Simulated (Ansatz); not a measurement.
**BF₂HSi (SMILES B=[Si](F)F): one structure at several levels**

One table from this session's results is given with a row withheld; the runs are named, their logs left out.

Method: single points in def2-TZVPP; program: Ansatz 0.2.0, Gaussian basis.

Cores are frozen in the correlated methods.

### The starting structure

5 atoms, charge 0, spin multiplicity 1.

Atoms are counted from 1 here; the program's logs count them from 0.

Bond lengths: B1–Si2 2.004 Å, B1–H5 1.278 Å, Si2–F3 1.356 Å, Si2–F4 1.544 Å. Angles: Si2–B1–H5 147.5°, B1–Si2–F3 127.3°, B1–Si2–F4 122.4°, F3–Si2–F4 109.8°.

Geometry (Å):

| atom | x (Å) | y (Å) | z (Å) |
| --- | --- | --- | --- |
| B1 | -0.6180 | 1.1232 | -0.1289 |
| Si2 | 0.3499 | -0.6099 | 0.1431 |
| F3 | -0.1974 | -1.8381 | 0.3171 |
| F4 | 1.8735 | -0.6775 | 0.3848 |
| H5 | -1.1972 | 1.9174 | -0.9452 |

Set-up of the first run:

The input, run/in.yaml:

```yaml
crystal:
  periodic: [false, false, false]
  atoms:
    - {symbol: B, position_ang: [-0.618000, 1.123200, -0.128900]}
    - {symbol: Si, position_ang: [0.349900, -0.609900, 0.143100]}
    - {symbol: F, position_ang: [-0.197400, -1.838100, 0.317100]}
    - {symbol: F, position_ang: [1.873500, -0.677500, 0.384800]}
    - {symbol: H, position_ang: [-1.197200, 1.917400, -0.945200]}
basis:
  gaussian: {orbitals: def2-TZVPP}
correlation: {method: ccsd_t}
output: {forces: true}
```

No record of the launch command was kept for these runs.

Among the steps run: CCSD(T)/def2-TZVPP; PBE0-D4/def2-TZVPP; wB97M-V/def2-TZVPP; r2SCAN-D4/def2-TZVPP; PBE-D4/def2-TZVPP; SPW92/def2-TZVPP; revPBE-D4/def2-TZVPP.

One table of the session follows, with a row left open; its other results are not shown here.

| method | RMS force component (eV/Å) | angle to CCSD(T) forces (°) | dipole (D) |
| --- | --- | --- | --- |
| CCSD(T) | 6.302 | reference | 1.28 |
| PBE0-D4 | 6.202 | 1.0 | 1.36 |
| wB97M-V | 6.307 | 1.4 | 1.53 |
| r2SCAN-D4 | 6.233 | 0.6 | 1.38 |
| PBE-D4 | 6.430 | 1.9 | 1.32 |
| SPW92 | ? | ? | ? |
| revPBE-D4 | 6.517 | 2.3 | 1.36 |

Estimate the missing values for SPW92.

As computed: RMS force component (eV/Å): 6.114; angle to CCSD(T) forces (°): 1.3; dipole (D): 1.22. In the column «RMS force component (eV/Å)» it is the lowest.
